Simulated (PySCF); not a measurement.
# C3H9BrSi: the cost of one run

Programs: PySCF 2.14.0, with density-fitted response routines of our own. Each step states its level of theory. These are calculated values for one molecule in the gas phase, unless marked as measured. Atoms are numbered from 0 throughout.

## 1. Starting geometry

14 atoms, charge 0, multiplicity 1; geometry from: GFN2-xTB. The atoms were then displaced at random by about 0.01 Å, so the start is not that level's minimum.

Bonds of the start (Å): Si0–C1 1.88, C1–C2 1.51, C2–C3 1.57, C3–Br4 1.93, Si0–H5 1.44, Si0–H6 1.47, Si0–H7 1.49, C1–H8 1.08, C1–H9 1.09, C2–H10 1.10, C2–H11 1.09, C3–H12 1.09, C3–H13 1.07.

## 2. Geometry optimisation at PBE0-D3(BJ)/def2-SVP

What the job is given:

```
{"job": {"xc": "PBE0", "basis": "def2-SVP", "d3": "d3bj", "grid": 1, "shake": 0.01, "kind": "geom"}, "charge": 0, "multiplicity": 1}
Si    -2.146940    -0.214960    -0.494620
C     -0.281130    -0.110550    -0.711820
C      0.438660     0.100200     0.601950
C      1.990050     0.166100     0.373970
Br     2.927270     0.422760     2.041690
H     -2.498480    -1.304480     0.381640
H     -2.755010    -0.390200    -1.818210
H     -2.617120     1.073290     0.082380
H      0.081910    -1.021350    -1.155540
H     -0.019120     0.703460    -1.382940
H      0.222130    -0.719360     1.306290
H      0.131630     1.032530     1.086610
H      2.200530     1.009590    -0.276840
H      2.318470    -0.762100    -0.042330
```

On the command line:

```sh
OMP_NUM_THREADS=1 python probes_run.py task.json out
```

One launch serves the whole session: the jobs run in the order shown.

Q: Estimate the wall time and peak memory of this first job on 1 thread of Arm Neoverse N1, shared host.

About 73 s, with a peak of 0.53 GiB.
